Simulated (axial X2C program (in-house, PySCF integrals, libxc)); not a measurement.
# A two-component session on BiP⁻: properties at the nuclei

Wanted for BiP⁻: properties at the nuclei, at the two-component level.

The runs use an in-house X2C program for linear molecules on PySCF integrals; two-component X2C with atomic mean-field terms, Bi dyall-acv3z, P dyall-av3z.

All values are calculated.

## 1. Input

task.json reads:

```json
{"zs": [83, 15], "q": -1, "bas": ["dyall-acv3z", "dyall-av3z"], "r0": 2.43, "levels": ["PBE0", "HF", "PBE", "PBE50", "r2SCAN"], "nst": 3}
```

Keys: zs atomic numbers; q charge; bas basis sets; r0 starting distance in Å; levels methods (HF also brings MP2); nst determinants followed.

Run with:

```sh
> python soeom.py task.json out
```

Nuclei are Gaussian, cores are contracted, and the Gaunt term is on.

## 2. Expectation values, lowest determinant

R = 2.401 Å. State: Ω = 1/2 (excess of +ω over −ω: ω = 1/2).

Output of the PBE0 run:

```text
two-component X2C + atomic mean field  PBE0
basis functions 233  fitting functions 1249  grid points 5082
iter        total energy     max residual
   1     -21883.165889034     2.94e+01
   2     -21884.628125083     1.38e+01
   3     -21884.993005567     2.57e+00
   4     -21885.015650931     1.43e+00
   5     -21885.016553126     7.07e-01
   6     -21885.025013834     4.43e-01
   7     -21885.025593552     2.11e-01
   8     -21885.025774279     2.73e-02
   9     -21885.025781508     2.92e-02
  10     -21885.025786444     1.21e-03
  11     -21885.025786555     1.52e-03
  12     -21885.025786590     3.83e-04
  13     -21885.025786596     1.79e-04
  14     -21885.025786598     5.81e-05
  15     -21885.025786599     1.41e-04
  16     -21885.025786600     1.25e-04
  17     -21885.025786600     2.06e-05
  18     -21885.025786600     1.41e-05
  19     -21885.025786600     3.49e-06
converged
one-electron -30465.11687040  Coulomb 8753.80216650  exact exchange -105.08908468  xc functional -321.88114264  nuclear repulsion 274.39634635  atomic mean-field constant -21.13720174
```

The highest occupied spinor is 38% Bi p, 35% P p, 12% Bi d.

| level | Eeff magnitude (GV/cm) | Ws magnitude Bi (kHz) | A∥/gI Bi (MHz) | qzz Bi (a.u.) | A∥/gI P (MHz) | qzz P (a.u.) |
| --- | --- | --- | --- | --- | --- | --- |
| PBE0 | 6.93 | 12.9 | 2660 | -1.74 | 392 | -0.24 |
| HF | 1.06 | 2.66 | 529 | 1.13 | 144 | -0.65 |
| PBE | 9.48 | 19.4 | 3110 | -1.97 | 399 | -0.19 |
| PBE50 | 4.31 | 6.04 | 2060 | -1.23 | 354 | -0.31 |
| r2SCAN | 6.3 | 11.4 | 3210 | -1.71 | 313 | -0.24 |

Eeff is the effective electric field on the electron dipole moment in this Ω state and Ws the scalar–pseudoscalar constant (defined with the proton number Z and per Ω); A∥ is the parallel hyperfine constant, which follows by multiplying with the nuclear g factor gI = μI/(I μN); qzz is the electric field gradient, eQq0 = 234.96 MHz × Q/barn × qzz. The operators were transformed with the bare-nucleus X2C matrices.

## 3. Expectation values, a higher determinant

R = 2.401 Å. State: Ω = 3/2 (excess of +ω over −ω: ω = 3/2), 0.55 eV above the lowest in the PBE0 search for states (made at or near this distance, with looser thresholds).

Output of the PBE0 run:

```text
two-component X2C + atomic mean field  PBE0
basis functions 233  fitting functions 1249  grid points 5082
iter        total energy     max residual
   1     -21883.148575396     2.94e+01
   2     -21884.615432585     1.36e+01
   3     -21884.975517808     2.52e+00
   4     -21884.996396229     1.44e+00
   5     -21884.996486507     7.21e-01
   6     -21885.005100638     4.98e-01
   7     -21885.005795263     2.28e-01
   8     -21885.006000925     2.17e-02
   9     -21885.006008838     2.98e-02
  10     -21885.006014495     8.86e-04
  11     -21885.006015022     1.87e-03
  12     -21885.006015606     1.46e-03
  13     -21885.006015832     1.02e-03
  14     -21885.006015924     5.49e-04
  15     -21885.006015948     2.68e-04
  16     -21885.006015950     1.89e-04
  17     -21885.006015950     9.53e-05
  18     -21885.006015950     8.46e-06
converged
one-electron -30464.09626991  Coulomb 8752.77872406  exact exchange -105.08283691  xc functional -321.86477781  nuclear repulsion 274.39634635  atomic mean-field constant -21.13720174
```

The highest occupied spinor is 48% Bi p, 23% P p, 13% Bi d.

| level | Eeff magnitude (GV/cm) | Ws magnitude Bi (kHz) | A∥/gI Bi (MHz) | qzz Bi (a.u.) | A∥/gI P (MHz) | qzz P (a.u.) |
| --- | --- | --- | --- | --- | --- | --- |
| PBE0 | 6.42 | 6.17 | -277 | -4.05 | 73.9 | -0.19 |
| HF | 33.1 | 28.9 | -1650 | -5.77 | 207 | 0.11 |
| PBE | 5.45 | 5.26 | 8.88 | -4.07 | 56.1 | -0.17 |
| PBE50 | 6.24 | 6.28 | -825 | -4.07 | 121 | -0.17 |
| r2SCAN | 11.3 | 10.1 | -358 | -4.30 | 79.6 | -0.17 |

## 4. Expectation values, a higher determinant

R = 2.401 Å. State: Ω = 5/2 (excess of +ω over −ω: ω = -1/2, 2 × ω = 3/2), 1.20 eV above the lowest in the PBE0 search for states (made at or near this distance, with looser thresholds).

Output of the PBE0 run:

```text
two-component X2C + atomic mean field  PBE0
basis functions 233  fitting functions 1249  grid points 5082
iter        total energy     max residual
   1     -21883.095539353     2.91e+01
   2     -21884.586083406     1.31e+01
   3     -21884.952786336     2.77e+00
   4     -21884.961871262     8.01e-01
   5     -21884.976526060     6.30e-01
   6     -21884.977190803     2.06e-01
   7     -21884.978776335     1.09e-01
   8     -21884.978810922     6.48e-02
   9     -21884.978838311     1.09e-02
  10     -21884.978839053     8.75e-03
  11     -21884.978839421     8.60e-04
  12     -21884.978839437     5.08e-04
  13     -21884.978839442     1.85e-04
  14     -21884.978839442     8.29e-05
  15     -21884.978839442     4.12e-05
  16     -21884.978839442     2.53e-05
  17     -21884.978839442     5.26e-06
converged
one-electron -30464.95170798  Coulomb 8753.72497431  exact exchange -105.10699668  xc functional -321.90425371  nuclear repulsion 274.39634635  atomic mean-field constant -21.13720174
```

The highest occupied spinor is 58% Bi p, 16% P p, 12% P d.

| level | Eeff magnitude (GV/cm) | Ws magnitude Bi (kHz) | A∥/gI Bi (MHz) | qzz Bi (a.u.) | A∥/gI P (MHz) | qzz P (a.u.) |
| --- | --- | --- | --- | --- | --- | --- |
| PBE0 | 3.05 | 0.757 | -589 | -0.07 | 5.87 | -0.41 |
| HF | 27.8 | 14.5 | -584 | 1.05 | 20 | -0.58 |
| PBE | 7.36 | 2.93 | -530 | -0.46 | 4.69 | -0.40 |
| PBE50 | 3.03 | 2.27 | -609 | 0.34 | 9.45 | -0.43 |
| r2SCAN | 1.32 | 1.34 | -673 | -0.23 | 27.3 | -0.37 |

## 5. Summary of results

```
                                        quantity                                                  value
                              lowest determinant                Ω = 1/2 (excess of +ω over −ω: ω = 1/2)
                    Eeff magnitude (GV/cm), PBE0                                                   6.93
                     Ws magnitude Bi (kHz), PBE0                                                   12.9
                            A∥/gI Bi (MHz), PBE0                                                   2660
                             qzz Bi (a.u.), PBE0                                                  -1.74
                              higher determinant                Ω = 3/2 (excess of +ω over −ω: ω = 3/2)
Eeff magnitude (GV/cm), PBE0, higher determinant                                                   6.42
 Ws magnitude Bi (kHz), PBE0, higher determinant                                                   6.17
        A∥/gI Bi (MHz), PBE0, higher determinant                                                   -277
         qzz Bi (a.u.), PBE0, higher determinant                                                  -4.05
                              higher determinant  Ω = 5/2 (excess of +ω over −ω: ω = -1/2, 2 × ω = 3/2)
Eeff magnitude (GV/cm), PBE0, higher determinant                                                   3.05
 Ws magnitude Bi (kHz), PBE0, higher determinant                                                  0.757
        A∥/gI Bi (MHz), PBE0, higher determinant                                                   -589
         qzz Bi (a.u.), PBE0, higher determinant                                                  -0.07
```

**Reading.** In the first state, the effective field runs from 1.06 to 9.48 GV/cm over the mean-field levels, so the levels don't agree on it. The expectation values come from single determinants, which for open shells can mix terms of unlike spin or miss the lowest Ω, so a determinant need not be a state. Eeff is the effective electric field on the electron dipole moment in this Ω state and Ws the scalar–pseudoscalar constant (defined with the proton number Z and per Ω); A∥ is the parallel hyperfine constant, which follows by multiplying with the nuclear g factor gI = μI/(I μN); qzz is the electric field gradient, eQq0 = 234.96 MHz × Q/barn × qzz. The operators were transformed with the bare-nucleus X2C matrices.
